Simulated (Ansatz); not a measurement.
# MoSe (rocksalt): from the first guess to the electronic structure

Aim: bring MoSe (rocksalt) to zero pressure, then compute its bands, density of states and charges. This structure was made by substitution into a known type, so it needn't be the compound's stable form.

Computed with Ansatz 0.2.0 (DFT PBEsol, scalar-relativistic, plane waves, PAW, unless a step's input says otherwise).

## Step 1: Starting point

Symmetry: Fm-3m, No. 225, cubic system. The conventional cell has a = 5.340 Å, b = 5.340 Å, c = 5.340 Å, α = 90.00°, β = 90.00°, γ = 90.00°. Around Mo (site symmetry m-3m) lie 6 Se at 2.67 Å. Se (site symmetry m-3m) is surrounded by 6 Mo at 2.67 Å.

Structure file:

```
Mo Se
1.0
     0.00000    2.67000    2.67000
     2.67000    0.00000    2.67000
     2.67000    2.67000    0.00000
Mo Se
1 1
Direct
  0.50000 0.50000 0.50000
  0.00000 0.00000 0.00000
```

The moments start at Mo 3.00 μB.

## Step 2: At the starting volume

File input.yaml:

```yaml
crystal:
  lattice:
    - [0.0, 2.67, 2.67]
    - [2.67, 0.0, 2.67]
    - [2.67, 2.67, 0.0]
  atoms:
    - { symbol: Mo, position: [0.5, 0.5, 0.5], spin: 3.0 }
    - { symbol: Se, position: [0.0, 0.0, 0.0] }
basis:
  ecutwfc: 420
  ecutrho_ratio: 4
kpoints:
  mp_grid: { grid: [10, 10, 10] }
hamiltonian:
  xc: pbesol
scf:
  occupations: { method: gaussian, width: 0.05 }
output:
  forces: true
  stress: true
  eigenvalues: true
  populations: true
magnetization:
  spin_polarized: true
```

Further steps of the session: Next volume: 18.093 Å³/atom; A step to a new volume; A step to a new volume; Bands and density of states at the final cell.

**Question.** What will these runs give? Wanted: space group; conventional cell; volume; pressure; gap; states at the Fermi level; spin moments in spheres.

**Answer**, as computed:

| quantity | value |
| --- | --- |
| space group | Fm-3m (No. 225) |
| conventional cell | a = 5.151 Å, b = 5.151 Å, c = 5.151 Å, α = 90.00°, β = 90.00°, γ = 90.00° |
| volume | 17.081 Å³/atom |
| pressure | 0.00 GPa |
| gap | none (metal) |
| states at the Fermi level | 3.1 per eV per cell |
| spin moments in spheres | Mo 0.22 μB |

In words: Over the 4 runs shown the cell moved from 19.03 to 17.08 Å³/atom, a change of -10.3 %, where the pressure is zero within 0.01 GPa. The largest moment went from 1.67 to 0.22 μB on the way, so the electronic state changed with volume. Only this one magnetic order is considered here. Bands cross the Fermi level, so it is a metal at this level; the largest share of the states at the Fermi level is Mo 4d (89 % of the projected weight).
